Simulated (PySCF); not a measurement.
# Fe2I4 (Fe2(I)4): the cost of one run

Programs: PySCF 2.14.0, with routines of our own; each step states its level. All values are computed. Atoms count from 0.

## Step 1: The starting structure

6 atoms, charge 0, multiplicity 9; geometry from: GFN2-xTB.

## Step 2: Open-shell or spin-flip excitations: unrestricted TDA PBE0/def2-SVP Fe:def2-TZVP

What the job is given:

```
{"job": {"kind": "uabs", "xc": "PBE0", "basis": {"default": "def2-SVP", "Fe": "def2-TZVP"}, "nstates": 15, "tda": true, "pol": false}, "charge": 0, "multiplicity": 9}
Fe    -1.317290    -0.730590    -0.509380
I     -2.658400    -2.689130     0.043420
I      0.947880    -0.762670    -1.723560
Fe     1.148680     1.089720     0.045140
I      3.151020     1.619510     1.330450
I     -1.271890     1.473160     0.813930
```

With the program's defaults for keys left out, this is: unrestricted TDA PBE0/def2-SVP Fe:def2-TZVP, vertical, gas phase, core orbitals frozen in the response.

Command:

```
OMP_NUM_THREADS=1 python excited_run.py task.json out
```

One launch serves the whole session: the jobs run in the order shown.

**Question.** How long does this first job take on 1 thread of Intel Xeon Platinum 8488C, shared host, and how much memory does it need?

About 8.4 min, with a peak of 0.9 GiB.
